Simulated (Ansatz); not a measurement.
The system is CaNi2.

```
Ni Ca
1.0
     0.00000    3.56266    3.56266
     3.56266    0.00000    3.56266
     3.56266    3.56266    0.00000
Ni Ca
4 2
Direct
  0.12500 0.12500 0.62500
  0.12500 0.62500 0.12500
  0.62500 0.12500 0.12500
  0.12500 0.12500 0.12500
  0.75000 0.75000 0.75000
  0.50000 0.50000 0.50000
```

The cell is a database's computed one.

| Quantity | Value |
| --- | --- |
| Program | Ansatz 0.2.0 |
| Task | relaxation of cell and atoms |
| Functional | BPBE |
| Potentials or basis | Ansatz PAW |
| Cutoff | 420 eV (not typed: the program's choice for these potentials) |
| k mesh | 7 × 7 × 7 |
| Occupations | fermi-dirac, width 0.05 eV |
| Spin | collinear spin, ferromagnetic start |
| Starting moments | [1.0, 1.0, 1.0, 1.0, 0.0, 0.0] μB |

At the start: volume 15.07 Å³/atom.

How do energy, volume and symmetry change on relaxing?

It ends after 4 steps and the volume is 15.50 Å³/atom (+2.9 %); space group Fd-3m (No. 227, to 0.05 Å); moment 0.00 μB per cell.

Step by step:
| step | energy change (eV) | largest force (eV/Å) | volume (Å³) |
| --- | --- | --- | --- |
| 1 | 0.0000 | 0.0000 | 90.44 |
| 2 | -0.0211 | 0.0000 | 92.60 |
| 3 | -0.0217 | 0.0000 | 93.03 |
| 4 | -0.0220 | 0.0000 | 93.03 |

Final structure:
```cif
data_structure
_symmetry_space_group_name_H-M 'P 1'
_symmetry_Int_Tables_number 1
_cell_length_a 5.0860
_cell_length_b 5.0860
_cell_length_c 5.0860
_cell_angle_alpha 60.000
_cell_angle_beta 60.000
_cell_angle_gamma 60.000
_cell_volume 93.03
loop_
_atom_site_label
_atom_site_type_symbol
_atom_site_fract_x
_atom_site_fract_y
_atom_site_fract_z
_atom_site_occupancy
Ni1 Ni 0.12500 0.12500 0.62500 1
Ni2 Ni 0.12500 0.62500 0.12500 1
Ni3 Ni 0.62500 0.12500 0.12500 1
Ni4 Ni 0.12500 0.12500 0.12500 1
Ca1 Ca 0.75000 0.75000 0.75000 1
Ca2 Ca 0.50000 0.50000 0.50000 1
```

Caveat: the plane-wave basis is chosen anew once the cell has moved, so the energies of steps on either side of that aren't comparable; the PAW data sets come from PBE, with cores solved anew for the run's functional, which leaves a small shift of forces and pressure; the starting moments weren't kept.
